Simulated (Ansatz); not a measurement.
Born–Oppenheimer molecular dynamics of a periodic cell of 16 atoms, WC (start crystal WC, start structure P-6m2, volume 1 times the crystal's). It goes on from the last frame of an earlier run, with new velocities.

Method: DFT LDA, scalar-relativistic, plane waves, PAW in Ansatz. Settings: accuracy low, PAW set soft_1, cutoff 420 eV, k mesh 2x2x2, fermi-dirac smearing 0.36 eV, no spin polarisation.

```
ensemble             : NVT, Langevin thermostat
time step            : 0.75 fs
steps asked          : 280
set temperature      : 3360 K
friction             : 0.02 /fs
temperature schedule : 210 steps to 300 K, then 70 steps to 300 K
seed                 : 429255
```

Frames 7.5 fs apart, positions in Å, forces in eV/Å.

Velocities at 52.5 fs (Å/ps):

```
W 0.25 -0.66 3.86
C 18.13 -6.37 -8.30
W -3.85 -3.89 -0.72
C 25.83 -8.23 -33.09
W 3.41 0.20 -6.95
C 24.48 10.74 -0.92
W -0.21 -0.08 2.21
C -11.63 -9.63 -23.39
W -7.25 -0.87 -4.30
C 27.58 -7.67 13.30
W 2.12 4.31 0.12
C 10.82 15.51 4.06
W -0.98 3.25 3.86
C -15.32 -21.88 -8.65
W 2.77 -1.30 -6.68
C 3.79 6.69 -13.91
```

```xyz
16
Lattice="-2.9016 -5.0257 0.0000 4.3524 -2.5128 0.0000 0.0000 0.0000 5.6773" Properties=species:S:1:pos:R:3:forces:R:3 time_fs=52.5 energy_less_start_eV=-3.143 T=3175
W 0.355 -5.109 -0.081 -2.12 -0.11 -0.53
C 1.919 -4.339 1.555 -3.56 1.44 -3.67
W 0.216 -5.150 2.611 0.87 1.48 3.91
C 1.536 -4.315 4.043 1.76 0.86 1.37
W -1.323 -2.732 -0.210 3.17 5.78 3.89
C 0.177 -1.858 1.084 1.34 -0.24 3.43
W -1.124 -2.640 2.755 -0.73 0.07 -0.28
C 0.214 -1.710 4.144 -0.25 0.21 1.02
W 1.762 -2.664 -0.082 -1.18 0.67 0.70
C 3.070 -1.911 1.493 0.94 1.69 -2.92
W 1.679 -2.444 2.889 0.23 -4.21 -2.57
C 3.281 -1.750 4.272 -2.11 0.12 -0.44
W 0.277 -0.070 0.112 -1.32 -1.41 -5.57
C -1.088 -4.211 1.209 -0.71 -1.14 2.21
W 0.184 -0.064 2.744 1.97 -1.00 2.41
C -1.402 -4.153 4.230 1.70 -4.20 -2.95
16
Lattice="-2.9016 -5.0257 0.0000 4.3524 -2.5128 0.0000 0.0000 0.0000 5.6773" Properties=species:S:1:pos:R:3:forces:R:3 time_fs=60.0 energy_less_start_eV=-1.891 T=2496
W 0.356 -5.124 -0.076 -1.15 0.88 -0.98
C 1.929 -4.351 1.472 -3.43 1.10 -3.21
W 0.179 -5.178 2.611 2.47 2.00 3.48
C 1.734 -4.356 3.886 -1.83 1.48 3.53
W -1.312 -2.731 -0.262 3.51 4.05 4.89
C 0.335 -1.786 1.128 -0.82 -1.37 2.89
W -1.124 -2.649 2.765 -0.69 0.03 -4.95
C 0.120 -1.757 3.992 1.59 1.15 3.55
W 1.704 -2.658 -0.104 1.00 0.05 0.63
C 3.210 -1.950 1.475 -2.85 2.69 -3.10
W 1.694 -2.417 2.879 1.00 -4.74 -3.49
C 3.335 -1.666 4.280 -2.66 -1.04 -1.10
W 0.258 -0.047 0.133 -1.39 -2.28 -8.82
C -1.198 -4.354 1.194 1.84 1.41 2.36
W 0.207 -0.072 2.709 2.51 -1.11 4.44
C -1.315 -4.146 4.075 0.89 -4.30 -0.12
16
Lattice="-2.9016 -5.0257 0.0000 4.3524 -2.5128 0.0000 0.0000 0.0000 5.6773" Properties=species:S:1:pos:R:3:forces:R:3 time_fs=67.5 energy_less_start_eV=-2.725 T=2461
W 0.352 -5.146 -0.091 -2.02 0.82 -1.48
C 1.769 -4.346 1.297 -0.55 0.22 -0.66
W 0.144 -5.209 2.622 4.14 1.99 2.45
C 1.866 -4.332 3.949 -3.58 1.59 2.20
W -1.293 -2.726 -0.305 3.11 1.82 5.26
C 0.390 -1.794 1.225 -1.99 -0.40 1.43
W -1.129 -2.653 2.752 -1.23 0.83 -6.68
C 0.108 -1.735 3.991 2.39 0.34 3.25
W 1.665 -2.643 -0.126 1.53 -0.25 0.35
C 3.222 -1.912 1.328 -3.53 2.26 0.27
W 1.709 -2.417 2.849 0.76 -4.78 -3.07
C 3.326 -1.703 4.226 -2.29 -0.45 -0.69
W 0.221 -0.022 0.128 0.47 -4.04 -9.46
C -1.255 -4.433 1.268 2.67 2.36 0.68
W 0.232 -0.084 2.695 0.42 -0.72 3.59
C -1.151 -4.247 3.932 -0.29 -1.58 2.57
16
Lattice="-2.9016 -5.0257 0.0000 4.3524 -2.5128 0.0000 0.0000 0.0000 5.6773" Properties=species:S:1:pos:R:3:forces:R:3 time_fs=75.0 energy_less_start_eV=-3.962 T=2503
W 0.339 -5.177 -0.105 -3.12 1.65 -3.01
C 1.604 -4.321 1.176 2.11 0.18 1.69
W 0.118 -5.236 2.634 5.79 2.38 1.68
C 1.885 -4.240 4.075 -2.49 -0.08 -0.29
W -1.261 -2.729 -0.318 1.94 1.54 5.04
C 0.349 -1.806 1.323 -2.10 0.33 -0.12
W -1.139 -2.651 2.711 -1.06 1.16 -2.82
C 0.174 -1.660 4.138 1.30 -0.98 0.52
W 1.644 -2.629 -0.149 0.84 0.22 0.78
C 3.047 -1.744 1.198 -0.36 -1.20 1.56
W 1.722 -2.437 2.829 -0.80 -4.84 -2.93
C 3.213 -1.790 4.148 -0.40 0.55 0.53
W 0.187 0.005 0.088 1.22 -3.95 -6.27
C -1.218 -4.412 1.350 0.22 2.08 -1.47
W 0.248 -0.106 2.685 -0.91 0.14 2.57
C -1.032 -4.328 3.954 -2.18 0.81 2.57
16
Lattice="-2.9016 -5.0257 0.0000 4.3524 -2.5128 0.0000 0.0000 0.0000 5.6773" Properties=species:S:1:pos:R:3:forces:R:3 time_fs=82.5 energy_less_start_eV=-3.388 T=2059
W 0.315 -5.213 -0.130 -2.42 4.18 -2.90
C 1.516 -4.265 1.159 2.51 -0.22 2.36
W 0.117 -5.255 2.655 4.58 3.80 1.06
C 1.820 -4.175 4.193 -0.83 -1.78 -2.47
W -1.229 -2.731 -0.338 0.67 2.64 5.54
C 0.255 -1.762 1.397 -0.85 -0.11 -1.63
W -1.136 -2.636 2.658 -1.93 0.94 0.09
C 0.266 -1.644 4.276 -0.36 -0.48 -2.02
W 1.618 -2.607 -0.183 0.62 0.12 2.77
C 2.847 -1.615 1.129 1.82 -3.73 2.58
W 1.716 -2.463 2.823 -1.86 -4.59 -4.00
C 3.144 -1.822 4.094 1.20 0.69 1.19
W 0.182 0.020 0.033 0.87 -3.30 -3.66
C -1.175 -4.314 1.365 -1.27 0.81 -1.49
W 0.262 -0.130 2.672 -0.82 1.24 2.79
C -1.025 -4.308 4.085 -1.93 -0.19 -0.22
16
Lattice="-2.9016 -5.0257 0.0000 4.3524 -2.5128 0.0000 0.0000 0.0000 5.6773" Properties=species:S:1:pos:R:3:forces:R:3 time_fs=90.0 energy_less_start_eV=-2.956 T=1980
W 0.293 -5.230 -0.148 -1.79 4.20 -0.56
C 1.542 -4.272 1.231 1.34 -0.43 1.45
W 0.130 -5.276 2.678 2.52 4.25 -0.25
C 1.738 -4.185 4.238 0.21 -2.03 -3.13
W -1.200 -2.711 -0.352 -0.32 3.37 5.86
C 0.111 -1.806 1.411 2.14 1.36 -3.12
W -1.129 -2.615 2.602 -4.28 -0.25 2.70
C 0.344 -1.677 4.310 -2.18 0.68 -3.45
W 1.607 -2.591 -0.209 0.70 -2.10 3.72
C 2.719 -1.681 1.113 4.01 -0.79 3.24
W 1.700 -2.485 2.813 -1.66 -4.51 -3.90
C 3.164 -1.809 4.115 0.80 0.04 0.23
W 0.197 0.015 -0.027 0.38 -3.13 -2.23
C -1.248 -4.187 1.303 -0.13 -1.61 -0.18
W 0.282 -0.154 2.662 -1.22 1.88 2.47
C -1.134 -4.345 4.237 -0.52 -0.94 -2.84
16
Lattice="-2.9016 -5.0257 0.0000 4.3524 -2.5128 0.0000 0.0000 0.0000 5.6773" Properties=species:S:1:pos:R:3:forces:R:3 time_fs=97.5 energy_less_start_eV=-3.793 T=2264
W 0.267 -5.238 -0.158 -1.22 3.49 1.05
C 1.633 -4.332 1.360 -0.35 0.34 -0.73
W 0.145 -5.294 2.705 2.03 4.15 -0.59
C 1.675 -4.309 4.161 0.49 -0.16 -1.42
W -1.178 -2.677 -0.339 -1.57 1.68 3.80
C 0.039 -1.780 1.282 3.25 1.44 -2.00
W -1.129 -2.601 2.545 -4.22 -0.75 3.94
C 0.313 -1.690 4.263 -1.68 0.23 -3.33
W 1.592 -2.582 -0.234 1.85 -3.04 3.84
C 2.748 -1.754 1.216 3.80 0.21 0.76
W 1.690 -2.517 2.805 -1.26 -4.43 -3.23
C 3.227 -1.798 4.160 -1.02 -0.63 -0.88
W 0.211 -0.012 -0.082 -0.55 -2.91 -0.53
C -1.286 -4.118 1.214 0.45 -3.04 0.82
W 0.283 -0.181 2.663 -1.50 2.41 1.16
C -1.256 -4.461 4.250 1.51 1.02 -2.66
16
Lattice="-2.9016 -5.0257 0.0000 4.3524 -2.5128 0.0000 0.0000 0.0000 5.6773" Properties=species:S:1:pos:R:3:forces:R:3 time_fs=105.0 energy_less_start_eV=-4.573 T=2059
W 0.244 -5.248 -0.156 -0.47 2.71 0.94
C 1.690 -4.350 1.461 -1.47 1.06 -2.79
W 0.170 -5.310 2.725 1.65 4.71 -1.02
C 1.617 -4.445 4.092 1.25 1.33 -0.01
W -1.149 -2.656 -0.319 -2.66 0.37 1.97
C 0.112 -1.656 1.118 1.29 -1.65 0.97
W -1.130 -2.585 2.497 -1.94 -1.10 3.84
C 0.208 -1.705 4.113 0.11 -1.08 -0.91
W 1.591 -2.568 -0.249 2.06 -2.34 2.97
C 2.931 -1.770 1.342 1.82 -0.86 -1.69
W 1.680 -2.564 2.793 -0.26 -3.81 -2.97
C 3.250 -1.794 4.106 -1.77 -1.29 0.24
W 0.221 -0.044 -0.129 -0.85 -1.23 -0.67
C -1.240 -4.179 1.178 0.52 -1.96 0.75
W 0.285 -0.197 2.658 -1.82 2.82 -0.30
C -1.298 -4.559 4.171 2.53 2.32 -1.32
16
Lattice="-2.9016 -5.0257 0.0000 4.3524 -2.5128 0.0000 0.0000 0.0000 5.6773" Properties=species:S:1:pos:R:3:forces:R:3 time_fs=112.5 energy_less_start_eV=-4.619 T=1671
W 0.222 -5.244 -0.162 0.79 1.53 1.00
C 1.687 -4.294 1.420 -0.89 0.49 -2.80
W 0.193 -5.313 2.745 1.60 4.72 -2.98
C 1.569 -4.496 4.077 2.16 2.07 0.34
W -1.142 -2.630 -0.296 -2.54 -0.63 0.79
C 0.220 -1.645 1.029 -0.08 -2.68 2.64
W -1.139 -2.569 2.467 -1.66 -2.29 3.20
C 0.141 -1.766 3.934 0.62 -1.14 2.21
W 1.610 -2.561 -0.256 1.83 -2.61 1.89
C 3.155 -1.792 1.394 -0.61 -0.93 -2.50
W 1.661 -2.617 2.773 1.11 -2.42 -3.35
C 3.263 -1.800 4.028 -2.05 -1.99 1.92
W 0.207 -0.080 -0.157 0.84 0.61 -1.61
C -1.110 -4.292 1.189 -1.12 0.05 0.25
W 0.277 -0.203 2.658 -0.37 2.62 -1.41
C -1.232 -4.585 4.090 0.37 2.60 0.41
16
Lattice="-2.9016 -5.0257 0.0000 4.3524 -2.5128 0.0000 0.0000 0.0000 5.6773" Properties=species:S:1:pos:R:3:forces:R:3 time_fs=120.0 energy_less_start_eV=-5.066 T=1897
W 0.222 -5.229 -0.172 1.73 0.62 1.01
C 1.646 -4.193 1.296 0.44 -1.15 -1.44
W 0.223 -5.300 2.761 2.08 2.64 -4.32
C 1.620 -4.463 4.096 1.10 1.72 -0.27
W -1.147 -2.604 -0.270 -2.33 -1.70 0.41
C 0.265 -1.784 1.094 -0.11 0.17 1.35
W -1.146 -2.555 2.458 -2.63 -3.41 2.53
C 0.086 -1.862 3.885 1.85 0.44 2.76
W 1.632 -2.556 -0.249 1.59 -3.16 1.35
C 3.352 -1.867 1.336 -3.44 1.25 -1.46
W 1.651 -2.670 2.755 1.29 -0.76 -3.28
C 3.207 -1.857 4.042 -1.20 -0.83 1.21
W 0.193 -0.119 -0.181 2.47 -0.30 -0.90
C -1.049 -4.379 1.196 -2.10 1.07 0.41
W 0.267 -0.199 2.655 1.55 1.12 -0.48
C -1.118 -4.519 4.039 -2.31 2.29 1.14
16
Lattice="-2.9016 -5.0257 0.0000 4.3524 -2.5128 0.0000 0.0000 0.0000 5.6773" Properties=species:S:1:pos:R:3:forces:R:3 time_fs=127.5 energy_less_start_eV=-5.106 T=1799
W 0.223 -5.207 -0.183 1.96 0.36 0.39
C 1.615 -4.143 1.129 1.24 -2.29 1.12
W 0.257 -5.281 2.768 0.83 1.65 -3.47
C 1.736 -4.370 4.142 -1.31 0.60 -1.48
W -1.162 -2.568 -0.247 -1.80 -3.03 0.80
C 0.292 -1.902 1.178 -0.22 2.09 0.31
W -1.158 -2.546 2.465 -2.48 -3.63 2.85
C 0.066 -1.928 3.951 2.99 1.79 0.78
W 1.659 -2.558 -0.237 0.76 -2.73 0.93
C 3.399 -1.873 1.244 -3.93 1.61 0.27
W 1.647 -2.724 2.726 1.14 0.80 -2.32
C 3.173 -1.938 4.135 -0.59 1.44 -1.67
W 0.183 -0.157 -0.201 3.73 -0.44 -0.30
C -1.056 -4.411 1.165 -2.14 1.24 1.30
W 0.259 -0.172 2.644 1.93 -0.07 0.38
C -1.092 -4.372 4.054 -2.12 0.62 0.12
16
Lattice="-2.9016 -5.0257 0.0000 4.3524 -2.5128 0.0000 0.0000 0.0000 5.6773" Properties=species:S:1:pos:R:3:forces:R:3 time_fs=135.0 energy_less_start_eV=-5.420 T=1492
W 0.229 -5.188 -0.191 0.81 0.88 -0.11
C 1.644 -4.192 1.054 0.78 -1.81 2.65
W 0.296 -5.263 2.757 -0.94 1.54 -2.82
C 1.752 -4.257 4.155 -1.40 -1.25 -1.52
W -1.196 -2.540 -0.225 -0.64 -3.70 0.38
C 0.286 -1.933 1.262 0.13 2.43 -1.05
W -1.159 -2.546 2.479 -1.90 -3.35 4.17
C 0.163 -1.920 4.080 1.35 1.85 -1.64
W 1.682 -2.569 -0.223 -0.37 -1.94 1.58
C 3.308 -1.788 1.163 -1.98 -0.32 1.70
W 1.648 -2.772 2.696 1.25 2.41 -1.66
C 3.131 -1.958 4.190 0.45 2.30 -3.27
W 0.180 -0.191 -0.218 3.58 0.86 0.72
C -1.145 -4.419 1.153 -0.92 1.12 1.29
W 0.265 -0.143 2.637 1.03 -0.11 0.14
C -1.132 -4.245 4.071 -1.25 -0.92 -0.56
```

Of the whole run (210 fs, mean temperature of the second half 1206 K): The schedule's set-point averaged 557 K over the second half and the system 1206 K, so it lags behind the ramp. A run of 0.21 ps of so small a system gives no equilibrium averages. Limits of this set-up: coarse k mesh, PAW files made for another functional, low accuracy level.

Time of the run: 19 min on 1 thread of Arm Neoverse V2 (shared host), peak memory 0.5 GiB.
